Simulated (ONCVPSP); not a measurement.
# As: the cost of one run

The numbers are computed with ONCVPSP 4.0.1.1 (patched build) (PBE, scalar-relativistic, spin-unpolarised reference atom).

### Step 1. The atom and the settings

Typed settings, in words:

| Quantity | Value |
| --- | --- |
| element | arsenic (As, Z = 33) |
| type | optimised norm-conserving Vanderbilt (ONCV) |
| frozen core | [Ne] |
| valence charge | 23 |
| reference configuration | 3s2 3p6 3d10 4s2 4p3 |
| partial waves | 3s+4s: rc 0.80 bohr, ncon 4, nbas 9, qcut 17.3 1/bohr, 2 projectors; 3p+4p: rc 1.15 bohr, ncon 3, nbas 8, qcut 10.5 1/bohr, 2 projectors; 3d: rc 0.75 bohr, ncon 4, nbas 9, qcut 19.7 1/bohr, 1 projector |
| local potential | polynomial inside 0.60 bohr (lpopt 5, dvloc0 0 Ha) |
| core correction | Teter function fitted to the true core (icmod 2), fcfact 0.25 |

### Step 2. Generating the potential

As.dat

```
# ATOM AND REFERENCE CONFIGURATION
# atsym  z   nc   nv     iexc    psfile
  As 33.00    3    5        4      upf
#
#   n    l    f
    1    0    2.00
    2    0    2.00
    2    1    6.00
    3    0    2.00
    3    1    6.00
    3    2   10.00
    4    0    2.00
    4    1    3.00
#
# PSEUDOPOTENTIAL AND OPTIMIZATION
# lmax
    2
#
#   l,   rc,      ep,       ncon, nbas, qcut
    0    0.80    0.00    4    9   17.30
    1    1.15    0.00    3    8   10.50
    2    0.75    0.00    4    9   19.70
#
# LOCAL POTENTIAL
# lloc, lpopt,  rc(5),   dvloc0
    4    5    0.60    0.00
#
# VANDERBILT-KLEINMAN-BYLANDER PROJECTORs
# l, nproj, debl
    0    2    3.40
    1    2    3.70
    2    1    0.70
#
# MODEL CORE CHARGE
# icmod, fcfact, rcfact
    2    0.25    1.20
#
# LOG DERIVATIVE ANALYSIS
# epsh1, epsh2, depsh
   -8.00    5.00    0.04
#
# OUTPUT GRID
# rlmax, drl
    6.00    0.01
#
# TEST CONFIGURATIONS
# ncnf
    4
# nvcnf
#   n    l    f
    5
    3    0    2.00
    3    1    6.00
    3    2   10.00
    4    0    2.00
    4    1    2.00
#
    5
    3    0    2.00
    3    1    6.00
    3    2   10.00
    4    0    2.00
    4    1    1.00
#
    5
    3    0    2.00
    3    1    6.00
    3    2   10.00
    4    0    2.00
    4    1    0.00
#
    5
    3    0    2.00
    3    1    6.00
    3    2    9.00
    4    0    2.00
    4    1    3.00
#
```

On the command line:

```
$ oncvpsp.x < As.dat > As.out
```

**Question.** How long does this run take on 1 thread of Neoverse-N1, shared host?

About 5.2 s.
